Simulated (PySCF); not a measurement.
# C₄H₁₀GeO: excited-state relaxation

Wanted: excited-state relaxation for C₄H₁₀GeO (`C=C([CH2][GeH3])OC`).

Programs: PySCF 2.14.0, with routines of our own; each step states its level. All values are computed. Atoms count from 0.

## 1. The system as given

16 atoms, charge 0, multiplicity 1; geometry from: GFN2-xTB.

## 2. Optimising the geometry at PBE0/def2-SV(P)

What the job is given:

```
{"job": {"xc": "PBE0", "basis": "def2-SV(P)", "grid": 1, "kind": "geom"}, "charge": 0, "multiplicity": 1}
C     -1.085983     0.111369     1.692854
C     -0.255211     0.155992     0.661493
C      1.174918     0.586573     0.731410
Ge     2.065204     0.099738    -0.963934
O     -0.553801    -0.182481    -0.629401
C     -1.862526    -0.591289    -0.934524
H     -0.742362     0.401342     2.668301
H     -2.111451    -0.201598     1.621192
H      1.229728     1.667497     0.879173
H      1.668583     0.127338     1.588209
H      3.527213     0.433702    -0.848210
H      1.980265    -1.361764    -1.248496
H      1.546828     0.858961    -2.136981
H     -1.873128    -0.800148    -2.002603
H     -2.132275    -1.496738    -0.381903
H     -2.583600     0.200451    -0.707992
```

Launch:

```
$ OMP_NUM_THREADS=1 python excited_run.py task.json out
```

This one command runs all jobs of the session in turn.

The program printed:

```text
step   0  E = -2309.63218265  max force = 0.019609
step   1  E = -2309.63812949  max force = 0.004016
step   2  E = -2309.63841526  max force = 0.003253
step   3  E = -2309.63853842  max force = 0.002097
step   4  E = -2309.63871088  max force = 0.001506
step   5  E = -2309.63924818  max force = 0.002386
step   6  E = -2309.63993860  max force = 0.006005
step   7  E = -2309.64041222  max force = 0.004157
step   8  E = -2309.64098336  max force = 0.001549
step   9  E = -2309.64100694  max force = 0.000728
step  10  E = -2309.64101448  max force = 0.000330
optimisation converged
```

It took 76 s on 1 thread of Arm Neoverse V1, shared host; peak memory 0.55 GiB.

The steps of the relaxation:

| step | energy from step 0 (eV) | largest force component (eV/Å) |
| --- | --- | --- |
| 0 | 0.0000 | 1.0083 |
| 1 | -0.1618 | 0.2065 |
| 2 | -0.1696 | 0.1673 |
| 3 | -0.1729 | 0.1078 |
| 4 | -0.1776 | 0.0774 |
| 5 | -0.1923 | 0.1227 |
| 6 | -0.2111 | 0.3088 |
| 7 | -0.2239 | 0.2138 |
| 8 | -0.2395 | 0.0797 |
| 9 | -0.2401 | 0.0374 |
| 10 | -0.2403 | 0.0170 |

Distances of close pairs at the start and the end, largest changes first:

| bond | before (Å) | after (Å) | change (Å) |
| --- | --- | --- | --- |
| Ge3–H11 | 1.491 | 1.545 | +0.054 |
| Ge3–H12 | 1.490 | 1.542 | +0.052 |
| Ge3–H10 | 1.504 | 1.548 | +0.044 |
| C0–C1 | 1.325 | 1.344 | +0.019 |
| C0–H6 | 1.074 | 1.093 | +0.019 |
| C0–H7 | 1.075 | 1.093 | +0.018 |
| C1–O4 | 1.368 | 1.353 | -0.015 |
| C2–H8 | 1.092 | 1.105 | +0.013 |

The next job starts from the end point, and lists it.

| at the end point | value |
| --- | --- |
| point group (found at 0.08 Å tolerance) | C1 |
| rotational constants (GHz, main isotopes) | 4.539, 1.130, 0.978 |
| dipole moment (D) | 1.07 |

## 3. Excited-state relaxation: TDDFT PBE0/def2-SV(P)

What the job is given:

```
{"job": {"kind": "xopt", "state": "S1", "method": "TDDFT", "freq": false, "xc": "PBE0", "basis": "def2-SV(P)", "grid": 1}, "charge": 0, "multiplicity": 1}
C     -0.890085    -0.311221     1.602989
C     -0.302567     0.215832     0.515116
C      1.054190     0.840468     0.504787
Ge     2.297515    -0.064696    -0.733698
O     -0.839044     0.237473    -0.726811
C     -2.112646    -0.310490    -0.914096
H     -0.370774    -0.277179     2.563758
H     -1.877586    -0.778504     1.581138
H      0.983347     1.893578     0.176434
H      1.488491     0.828773     1.516134
H      3.730640     0.456272    -0.469054
H      2.264245    -1.588675    -0.481052
H      1.936539     0.219038    -2.205864
H     -2.357436    -0.184148    -1.979492
H     -2.130257    -1.388032    -0.660506
H     -2.870971     0.212958    -0.300449
```

Method: TDDFT PBE0/def2-SV(P) excited-state geometry optimisation, gas phase.

The program printed:

```text
final grid: 58040 points
cycle   1  E = -2309.5745353726  dE = -9.341e-02  |g| = 5.975e-01  |ddm| = 3.852e+00
cycle   2  E = -2309.5436261222  dE =  3.091e-02  |g| = 7.305e-01  |ddm| = 1.150e+00
cycle   3  E = -2309.6396819279  dE = -9.606e-02  |g| = 8.355e-02  |ddm| = 6.709e-01
cycle   4  E = -2309.6407172385  dE = -1.035e-03  |g| = 3.689e-02  |ddm| = 8.949e-02
cycle   5  E = -2309.6409904352  dE = -2.732e-04  |g| = 9.556e-03  |ddm| = 4.391e-02
cycle   6  E = -2309.6410110024  dE = -2.057e-05  |g| = 3.717e-03  |ddm| = 1.345e-02
cycle   7  E = -2309.6410144081  dE = -3.406e-06  |g| = 5.172e-04  |ddm| = 3.910e-03
cycle   8  E = -2309.6410144726  dE = -6.451e-08  |g| = 1.252e-04  |ddm| = 5.821e-04
cycle   9  E = -2309.6410144765  dE = -3.845e-09  |g| = 2.712e-05  |ddm| = 1.524e-04
cycle  10  E = -2309.6410144767  dE = -1.883e-10  |g| = 8.186e-06  |ddm| = 4.190e-05
converged SCF energy = -2309.6410144767

vertical S1 at the ground-state geometry: 6.7472 eV
step    E(state)/Eh    max force   excitation/eV  root
  0   -2309.39732254   0.085316     6.5746      1
  1   -2309.41902962   0.031771     5.2050      1
  2   -2309.43788838   0.026570     4.6074      1
  3   -2309.46325219   0.016901     3.3455      1
  4   -2309.46379687   0.017425     2.7003      1
  5   -2309.46886790   0.010359     2.9400      1
  6   -2309.47151631   0.008823     2.7424      1
  7   -2309.47417465   0.006936     2.5146      1
  8   -2309.47661387   0.006490     2.3101      1
  9   -2309.47787865   0.005532     2.0706      1
 10   -2309.47817350   0.004861     2.1314      1
 11   -2309.47891896   0.002314     2.1026      1
 12   -2309.47942024   0.004627     2.0199      1
 13   -2309.48002191   0.006854     1.8966      1
 14   -2309.48086401   0.007611     1.6058      1
 15   -2309.48184897   0.013761     0.8782      1
 16   -2309.48069298   0.038019     0.4703      1
 17   -2309.48436931   0.016234     0.3736      1
optimisation not converged (near crossing with ground state)
```

Run time: 5.7 min. Hardware: 1 thread of Arm Neoverse V1, shared host; peak memory 0.74 GiB.

**What went wrong.** The excited state lay within 0.8 eV of the ground state, the driver's bar for a possible crossing, so it stopped. The remedy is to use a multireference or spin-flip method there. Numbers from the part that failed are no properties of the molecule.

## 4. Excited-state relaxation: UKS PBE0/def2-SV(P)

The job, as its differences from that of step 3:

```diff
@@ -1,2 +1,2 @@
-{"job": {"kind": "xopt", "state": "S1", "method": "TDDFT", "freq": false, "xc": "PBE0", "basis": "def2-SV(P)", "grid": 1}, "charge": 0, "multiplicity": 1}
+{"job": {"kind": "xopt", "state": "T1", "method": "UKS", "freq": false, "xc": "PBE0", "basis": "def2-SV(P)", "grid": 1}, "charge": 0, "multiplicity": 1}
 C     -0.890085    -0.311221     1.602989
```

With the program's defaults for keys left out, this is: UKS PBE0/def2-SV(P) excited-state geometry optimisation, gas phase.

The program printed:

```text
final grid: 58040 points
cycle   1  E = -2309.5745353726  dE = -9.341e-02  |g| = 5.975e-01  |ddm| = 3.852e+00
cycle   2  E = -2309.5436261222  dE =  3.091e-02  |g| = 7.305e-01  |ddm| = 1.150e+00
cycle   3  E = -2309.6396819279  dE = -9.606e-02  |g| = 8.355e-02  |ddm| = 6.709e-01
cycle   4  E = -2309.6407172385  dE = -1.035e-03  |g| = 3.689e-02  |ddm| = 8.949e-02
cycle   5  E = -2309.6409904352  dE = -2.732e-04  |g| = 9.556e-03  |ddm| = 4.391e-02
cycle   6  E = -2309.6410110024  dE = -2.057e-05  |g| = 3.717e-03  |ddm| = 1.345e-02
cycle   7  E = -2309.6410144081  dE = -3.406e-06  |g| = 5.172e-04  |ddm| = 3.910e-03
cycle   8  E = -2309.6410144726  dE = -6.451e-08  |g| = 1.252e-04  |ddm| = 5.821e-04
cycle   9  E = -2309.6410144765  dE = -3.845e-09  |g| = 2.712e-05  |ddm| = 1.524e-04
cycle  10  E = -2309.6410144767  dE = -1.883e-10  |g| = 8.186e-06  |ddm| = 4.190e-05
converged SCF energy = -2309.6410144767

vertical T1 at the ground-state geometry: 4.3136 eV
step    E(state)/Eh    max force   <S^2>
  0   -2309.48602233   0.117353    2.0079
  1   -2309.50887718   0.010441    2.0087
  2   -2309.51078738   0.008371    2.0085
  3   -2309.51205615   0.011268    2.0083
  4   -2309.51395250   0.015737    2.0076
  5   -2309.51716600   0.010378    2.0075
  6   -2309.51733834   0.015044    2.0068
  7   -2309.52016606   0.013170    2.0070
  8   -2309.52143513   0.002886    2.0070
  9   -2309.52224085   0.003669    2.0069
 10   -2309.52340271   0.005176    2.0066
 11   -2309.52288964   0.033436    2.0055
 12   -2309.52807450   0.020908    2.0058
 13   -2309.53269217   0.012070    2.0060
 14   -2309.53811429   0.006509    2.0059
 15   -2309.53955262   0.006852    2.0059
 16   -2309.54009845   0.004942    2.0059
 17   -2309.54025585   0.003261    2.0059
 18   -2309.54038977   0.001743    2.0059
 19   -2309.54047489   0.000845    2.0059
 20   -2309.54050755   0.000716    2.0059
 21   -2309.54051703   0.000592    2.0059
 22   -2309.54052130   0.000446    2.0059
optimisation converged
vertical emission -1.0589 eV, adiabatic 2.7346 eV, Stokes shift 5.3725 eV, reorganisation 1.5791 (excited) and 3.7934 eV (ground)
```

Run time: 4.3 min. Hardware: 1 thread of Arm Neoverse V1, shared host; peak memory 0.67 GiB.

From this job:

| quantity | value |
| --- | --- |
| vertical gap at the ground-state geometry, T1 | 4.31 eV |
| adiabatic energy, T1 | 2.73 eV |
| vertical gap at the relaxed geometry, T1 | -1.06 eV |
| difference of the two gaps, T1 | 5.37 eV |
| geometry moved (RMSD), T1 | 0.555 Å |

Bonds of the start that changed most:

| bond | start (Å) | end (Å) |
| --- | --- | --- |
| C0–C1 | 1.344 | 1.466 |
| C1–O4 | 1.353 | 1.369 |
| C2–Ge3 | 1.975 | 1.990 |
| C0–H6 | 1.093 | 1.104 |
| C1–C2 | 1.494 | 1.485 |
| C0–H7 | 1.093 | 1.098 |

Mulliken spin populations:

C0 1.05; C1 0.78; C2 -0.07; Ge3 0.09; O4 0.12; C5 -0.01; H6 0.00; H7 -0.04; H8 0.03; H9 0.01; H10 0.01; H11 0.00; H12 0.00; H13 0.00; H14 0.01; H15 0.02

## 5. Results

| quantity | value |
| --- | --- |
| point group | C1 |
| rotational constants (main isotopes) | 4.54, 1.13, 0.98 GHz |
| vertical gap at the ground-state geometry, T1 (step 4, UKS PBE0/def2-SV(P)) | 4.31 eV |
| adiabatic energy, T1 (step 4, UKS PBE0/def2-SV(P)) | 2.73 eV |
| vertical gap at the relaxed geometry, T1 (step 4, UKS PBE0/def2-SV(P)) | -1.06 eV |
| difference of the two gaps, T1 (step 4, UKS PBE0/def2-SV(P)) | 5.37 eV |
| runs | 1 failed, 0 ended on unsound input |

In words: The optimisation took 10 steps and gained 0.240 eV; among the close pairs (by a distance rule), Ge3–H11 changed most, from 1.491 to 1.545 Å. No frequency check was run at this level, so the end point may be a saddle. Steps that list no spin-orbit terms leave them out, which matters at and beside the heavy atoms. In step 4 the harmonic model is doubtful. Where no frequencies were run, the relaxed excited state may be a saddle. In step 4 the gap at the relaxed geometry is under 0.8 eV (below zero), where a single closed-shell reference fails, so that gap and differences built on it are unreliable. In step 4 (excited-state relaxation), among the bonds C0–C1 changes most, from 1.344 to 1.466 Å. The atoms move far more than that, so angles or torsions carry the main change.
